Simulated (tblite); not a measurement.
# C7H13NSi: the cost of one run

The runs use tblite 0.8.0 and PySCF 2.14.0, with density-fitted response routines of our own; the level of theory stands in each step. All values are computed, except where a source is named. Atoms are numbered from 0 throughout.

## 1. Starting geometry

22 atoms, charge 0, multiplicity 1; geometry from: force field or distance geometry start.

Bonds of the start (Å): C0–C1 1.53, C1–C2 1.54, C2–C3 1.50, C3–N4 1.31, C3–C5 1.51, C5–C6 1.47, C6–C7 1.20, C7–Si8 1.87, C0–H9 1.09, C0–H10 1.10, C0–H11 1.08, C1–H12 1.09, C1–H13 1.10, C2–H14 1.11, C2–H15 1.11, N4–H16 1.03, C5–H17 1.09, C5–H18 1.11, Si8–H19 1.49, Si8–H20 1.48, Si8–H21 1.48.

## 2. Relaxing the molecule with GFN2-xTB

What the job is given:

```
{"job": {"kind": "relax", "xc": "GFN2-xTB", "basis": "xTB"}, "charge": 0, "multiplicity": 1}
C     -1.656700    -1.006000    -1.221500
C     -1.844600     0.427100    -0.727700
C     -2.018200     0.495500     0.797900
C     -0.783100     0.106900     1.552400
N     -0.759300    -1.047200     2.178300
C      0.399900     1.042500     1.573000
C      1.455500     0.597800     0.647800
C      2.315100     0.229800    -0.104500
Si     3.627600    -0.371000    -1.300000
H     -1.597800    -1.011800    -2.308500
H     -2.520200    -1.629300    -0.934800
H     -0.757500    -1.462600    -0.821500
H     -2.727500     0.858300    -1.192100
H     -0.974900     1.022900    -1.033600
H     -2.283600     1.534900     1.083000
H     -2.866200    -0.136600     1.118400
H      0.154900    -1.191000     2.622200
H      0.067200     2.045700     1.312500
H      0.795700     1.089200     2.604000
H      4.599900     0.722100    -1.571500
H      3.003700    -0.778400    -2.582200
H      4.359800    -1.519600    -0.727200
```

Launch:

```console
$ OMP_NUM_THREADS=1 python probes_run.py task.json out
```

One launch serves the whole session: the jobs run in the order shown.

Q: Estimate the wall time and peak memory of this first job on 1 thread of Arm Neoverse V1, shared host.

About 1.1 s, with a peak of 0.18 GiB.
